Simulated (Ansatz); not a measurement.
# C2H9CuN2: inputs that go wrong

4 inputs were typed for C2H9CuN2. Each is run as it stands; the log then has to tell whether the result can be used.

The runs use Ansatz 0.2.0, Gaussian basis; the settings change from run to run.

### Step 1. The geometry

The structure was relaxed beforehand with PBE0-D4 in a triple-zeta def2 set.

14 atoms, charge 0, spin multiplicity 1.

Atoms are counted from 1 here; the program's logs count them from 0.

Bond lengths: C1–N2 1.431 Å, C1–H6 1.107 Å, C1–H7 1.094 Å, C1–H8 1.110 Å, N2–C3 1.431 Å, N2–Cu4 1.814 Å, C3–H9 1.107 Å, C3–H10 1.094 Å, C3–H11 1.110 Å, Cu4–N5 1.934 Å, N5–H12 1.015 Å, N5–H13 1.015 Å, N5–H14 1.015 Å. Angles: N2–C1–H6 111.6°, N2–C1–H7 111.4°, N2–C1–H8 113.7°, H6–C1–H7 106.9°, H6–C1–H8 105.8°, H7–C1–H8 107.0°, C1–N2–C3 111.0°, C1–N2–Cu4 122.6°, C3–N2–Cu4 122.5°, N2–C3–H9 111.6°, N2–C3–H10 111.4°, N2–C3–H11 113.7°, H9–C3–H10 106.9°, H9–C3–H11 105.8°, H10–C3–H11 107.0°, N2–Cu4–N5 177.2°, Cu4–N5–H12 110.9°, Cu4–N5–H13 111.4° and more.

### Step 2. Try 1

in.yaml

```yaml
crystal:
  periodic: [false, false, false]
  atoms:
    - {symbol: C, position_ang: [-1.646965, 0.663444, 0.727603]}
    - {symbol: N, position_ang: [-0.262505, 0.315462, 0.632892]}
    - {symbol: C, position_ang: [0.247748, -0.109341, 1.900182]}
    - {symbol: Cu, position_ang: [0.524758, -0.140156, -0.937099]}
    - {symbol: N, position_ang: [1.400896, -0.537405, -2.615014]}
    - {symbol: H, position_ang: [-1.814134, 1.471870, 1.465526]}
    - {symbol: H, position_ang: [-2.034640, 1.021927, -0.230596]}
    - {symbol: H, position_ang: [-2.297866, -0.176230, 1.047724]}
    - {symbol: H, position_ang: [0.132874, 0.678043, 2.670163]}
    - {symbol: H, position_ang: [1.314641, -0.344546, 1.842079]}
    - {symbol: H, position_ang: [-0.260985, -1.006882, 2.308634]}
    - {symbol: H, position_ang: [0.890780, -0.133752, -3.394615]}
    - {symbol: H, position_ang: [1.460527, -1.537859, -2.774479]}
    - {symbol: H, position_ang: [2.344891, -0.164585, -2.643002]}
basis:
  gaussian: {orbitals: cc-pVTZ-DK, fitting: {mean_field: cc-pVTZ-jkfit}}
hamiltonian: {xc: {name: SPW92}, pseudopotentials: {relativity: scalar}}
```

On the command line:

```bash
> ansatz run in.yaml --threads 2 --pin off --events-out ev --progress --plain --max-ram 32768MiB --backend cuda --devices 0, --max-vram 18GiB
```

Log:

```text
Functional definition: SPW92
  name "SPW92"
  cite "Dirac, Proc. Camb. Phil. Soc. 26, 376 (1930) doi:10.1017/S0305004100016108"
  cite "Slater, Phys. Rev. 81, 385 (1951) doi:10.1103/PhysRev.81.385"
  cite "Perdew & Wang, Phys. Rev. B 45, 13244 (1992) doi:10.1103/PhysRevB.45.13244"
  exchange = slater_x
  correlation = pw_c
Error: <dir> the basis set cc-pVTZ-JKFIT has no functions for Cu
```

Wall time 2.2 s (1 × H100 (card shared with other runs) with 2 threads of AMD EPYC 7R13, shared host); peak host memory 0.73 GiB.

Diagnosis: Refused before any calculation. The fitting set named has no entry for an element of this molecule. Cure: leave the fitting key out, or name a set that covers all elements and suits the basis.

### Step 3. Try 2

in.yaml

```yaml
crystal:
  periodic: [false, false, false]
  atoms:
    - {symbol: C, position_ang: [-1.646965, 0.663444, 0.727603]}
    - {symbol: N, position_ang: [-0.262505, 0.315462, 0.632892]}
    - {symbol: C, position_ang: [0.247748, -0.109341, 1.900182]}
    - {symbol: Cu, position_ang: [0.524758, -0.140156, -0.937099]}
    - {symbol: N, position_ang: [1.400896, -0.537405, -2.615014]}
    - {symbol: H, position_ang: [-1.814134, 1.471870, 1.465526]}
    - {symbol: H, position_ang: [-2.034640, 1.021927, -0.230596]}
    - {symbol: H, position_ang: [-2.297866, -0.176230, 1.047724]}
    - {symbol: H, position_ang: [0.132874, 0.678043, 2.670163]}
    - {symbol: H, position_ang: [1.314641, -0.344546, 1.842079]}
    - {symbol: H, position_ang: [-0.260985, -1.006882, 2.308634]}
    - {symbol: H, position_ang: [0.890780, -0.133752, -3.394615]}
    - {symbol: H, position_ang: [1.460527, -1.537859, -2.774479]}
    - {symbol: H, position_ang: [2.344891, -0.164585, -2.643002]}
basis:
  gaussian: {orbitals: cc-pVTZ}
total_charge: -1
magnetization: {spin_polarized: true, initial_magnetization: 1}
hamiltonian: {xc: {name: PBE1PBE}}
accuracy: high
output: {forces: true}
```

Same command.

Log:

```text
Error: YAML parse error: error: line 22 column 19: hamiltonian.xc: no functional is named "PBE1PBE"; the names, which are not case-sensitive, are SVWN5, SPW92, PBE, PBE0, PBEsol, revPBE, revPBE0, RPBE, rPW86-PBE, HSE06, wPBEh, LC-wPBE, HISS, HF, BLYP, B3LYP, B3LYP5, BHLYP, CAM-B3LYP, r2SCAN, r2SCANh, r2SCAN0, r2SCAN50, m-r2SCAN, B97, wB97, wB97X, wB97X-V, B97M-V, wB97M-V, B2PLYP, B2GP-PLYP, PBE0-DH, PBE-QIDH
  --> <input>:22:19
   |
20 | total_charge: -1
21 | magnetization: {spin_polarized: true, initial_magnetization: 1}
22 | hamiltonian: {xc: {name: PBE1PBE}}
   |                   ^ hamiltonian.xc: no functional is named "PBE1PBE"; the names, which are not case-sensitive, are SVWN5, SPW92, PBE, PBE0, PBEsol, revPBE, revPBE0, RPBE, rPW86-PBE, HSE06, wPBEh, LC-wPBE, HISS, HF, BLYP, B3LYP, B3LYP5, BHLYP, CAM-B3LYP, r2SCAN, r2SCANh, r2SCAN0, r2SCAN50, m-r2SCAN, B97, wB97, wB97X, wB97X-V, B97M-V, wB97M-V, B2PLYP, B2GP-PLYP, PBE0-DH, PBE-QIDH
23 | accuracy: high
24 | output: {forces: true}
   |
```

It took 0.05 s on 1 × H100 (card shared with other runs) with 2 threads of AMD EPYC 7R13, shared host.

Diagnosis: Refused before any calculation. The method's name isn't one that the program takes here. It also asks for charge -1 and multiplicity 2, another species or state than the molecule above. Cure: name a functional that the program knows, and set charge and spin to those of the species named.

### Step 4. Try 3

in.yaml

```yaml
crystal:
  periodic: [false, false, false]
  atoms:
    - {symbol: C, position_ang: [-1.152876, 0.398066, 0.509322]}
    - {symbol: N, position_ang: [-0.157503, 0.189277, 0.379735]}
    - {symbol: C, position_ang: [0.173424, -0.076538, 1.330128]}
    - {symbol: Cu, position_ang: [0.367331, -0.084093, -0.562259]}
    - {symbol: N, position_ang: [0.980627, -0.322443, -1.569008]}
    - {symbol: H, position_ang: [-1.088481, 0.883122, 0.879316]}
    - {symbol: H, position_ang: [-1.220784, 0.613156, -0.161417]}
    - {symbol: H, position_ang: [-1.378720, -0.105738, 0.733407]}
    - {symbol: H, position_ang: [0.093012, 0.406826, 1.602098]}
    - {symbol: H, position_ang: [0.920249, -0.241182, 1.105248]}
    - {symbol: H, position_ang: [-0.182689, -0.704818, 1.616044]}
    - {symbol: H, position_ang: [0.534468, -0.080251, -2.376231]}
    - {symbol: H, position_ang: [0.876316, -1.076501, -1.664687]}
    - {symbol: H, position_ang: [1.406934, -0.098751, -1.850101]}
basis:
  gaussian: {orbitals: 6-31G}
hamiltonian: {xc: {name: wB97X-V}}
```

On the command line:

```bash
> ansatz run in.yaml --threads 2 --pin off --events-out ev --progress --plain --max-ram 32768MiB --backend cpu
```

Log, cut to the lines that bear on the results:

```text
Functional definition: wB97X-V
  name "wB97X-V"
  cite "Mardirossian & Head-Gordon, Phys. Chem. Chem. Phys. 16, 9904 (2014) doi:10.1039/C3CP54374A"
  cite "Becke, J. Chem. Phys. 107, 8554 (1997) doi:10.1063/1.475007"
  cite "Vydrov & Van Voorhis, J. Chem. Phys. 133, 244103 (2010) doi:10.1063/1.3521275"
[...]
      + integral(e_c_pw_opposite_spin*poly(b97_u_opposite, cos0, cos1)) + vv10(b, c)
1089 factors; integrals over basis functions are off by at most 1.5e-4 eV
304 factors; integrals over basis functions are off by at most 9.4e-6 eV
[...]
mean field -49691.53633589 eV, -1826.1302782111 hartree, gradient 2.8e-5 eV, S^2 0.000000; 0 other end points of the search recorded, 0 dependent functions left out
reference -49691.53633337 eV, -1826.1302781183 hartree; 32, 32 occupied and 51, 51 virtual orbitals, 1089 factors
Total energy: -49691.53633337 eV, -1826.1302781183 hartree
```

Wall time 8.5 s (2 threads of AMD EPYC 7R13, shared host); peak memory 0.34 GiB.

Diagnosis: It ended without an error, which proves nothing about the input. The geometry is squeezed well below its size. The shortest distance is 0.56 Å (N5–H14), against 1.01 Å in the relaxed molecule. Its energy is no property of the relaxed molecule. Fix: use the relaxed coordinates.

### Step 5. Try 4

in.yaml

```yaml
crystal:
  periodic: [false, false, false]
  atoms:
    - {symbol: C, position_ang: [-1.646965, 0.663444, 0.727603]}
    - {symbol: N, position_ang: [-0.262505, 0.315462, 0.632892]}
    - {symbol: C, position_ang: [0.247748, -0.109341, 1.900182]}
    - {symbol: Cu, position_ang: [0.524758, -0.140156, -0.937099]}
    - {symbol: N, position_ang: [1.400896, -0.537405, -2.615014]}
    - {symbol: H, position_ang: [-1.814134, 1.471870, 1.465526]}
    - {symbol: H, position_ang: [-2.034640, 1.021927, -0.230596]}
    - {symbol: H, position_ang: [-2.297866, -0.176230, 1.047724]}
    - {symbol: H, position_ang: [0.132874, 0.678043, 2.670163]}
    - {symbol: H, position_ang: [1.314641, -0.344546, 1.842079]}
    - {symbol: H, position_ang: [-0.260985, -1.006882, 2.308634]}
    - {symbol: H, position_ang: [0.890780, -0.133752, -3.394615]}
    - {symbol: H, position_ang: [1.460527, -1.537859, -2.774479]}
    - {symbol: H, position_ang: [2.344891, -0.164585, -2.643002]}
basis:
  gaussian: {orbitals: "6-31G*"}
total_charge: -3
magnetization: {spin_polarized: true, initial_magnetization: 1}
hamiltonian: {xc: {name: wB97X-V}}
accuracy: high
```

Launched as before.

Log:

```text
Functional definition: wB97X-V
  name "wB97X-V"
  cite "Mardirossian & Head-Gordon, Phys. Chem. Chem. Phys. 16, 9904 (2014) doi:10.1039/C3CP54374A"
  cite "Becke, J. Chem. Phys. 107, 8554 (1997) doi:10.1063/1.475007"
  cite "Vydrov & Van Voorhis, J. Chem. Phys. 133, 244103 (2010) doi:10.1063/1.3521275"
  parameter omega = 0.3/bohr
  parameter cx = 0.167
  parameter cx1 = 0.603
  parameter cx2 = 1.194
  parameter css0 = 0.556
  parameter css1 = -0.257
  parameter cos0 = 1.219
  parameter cos1 = -1.850
  parameter b = 6.0
  parameter c = 0.01
  exchange = spin_sum(e_x_unif_sr(omega)*poly(b97_u_x, 1 - cx, cx1, cx2)) + cx*exact_x_sr(omega) + exact_x_lr(omega)
  correlation = spin_sum(e_c_pw_same_spin*poly(b97_u_same, css0, css1))
      + integral(e_c_pw_opposite_spin*poly(b97_u_opposite, cos0, cos1)) + vv10(b, c)
2637 factors; integrals over basis functions are off by at most 1.8e-8 eV
446 factors; integrals over basis functions are off by at most 2.1e-9 eV
mean field evaluation 1: about -49069.7019 eV, gradient 3.9e2 eV
mean field evaluation 2: about -46809.4988 eV, gradient 6.3e2 eV
mean field evaluation 4: about -49793.4616 eV, gradient 5.0e1 eV
mean field evaluation 8: about -49808.0972 eV, gradient 9.1e-1 eV
mean field evaluation 16: about -49808.6516 eV, gradient 1.9e-1 eV
mean field evaluation 32: about -49808.9675 eV, gradient 2.7e-2 eV
Error: SIGTERM received: run cancelled behind 34 evaluations of the mean field
```

It took 93 s on 2 threads of AMD EPYC 7R13, shared host.

Diagnosis: Time ran out. The charge is far from anything that the molecule holds. The typed spin has to follow the charge. It asks for charge -3; the species has 0. Fix: type the charge that the molecule really has.

### Step 6. Summary

| try | level | ended | cause | time |
| --- | --- | --- | --- | --- |
| 1 | SPW92/cc-pVTZ-DK | refused | the fitting set named has no entry for an element of this molecule | 2.2 s |
| 2 | PBE1PBE/cc-pVTZ | refused | the method's name isn't one that the program takes here | 0.05 s |
| 3 | wB97X-V/6-31G | converged | the geometry is squeezed well below its size | 8.5 s |
| 4 | wB97X-V/6-31G* | timeout | the charge is far from anything that the molecule holds | 93 s |

In words: 2 refused, 1 converged, 1 timeout. A refusal costs next to no computing time. The dangerous case is the input that converges on a wrong geometry, charge, spin, basis or grid: often only a look at the input shows it.
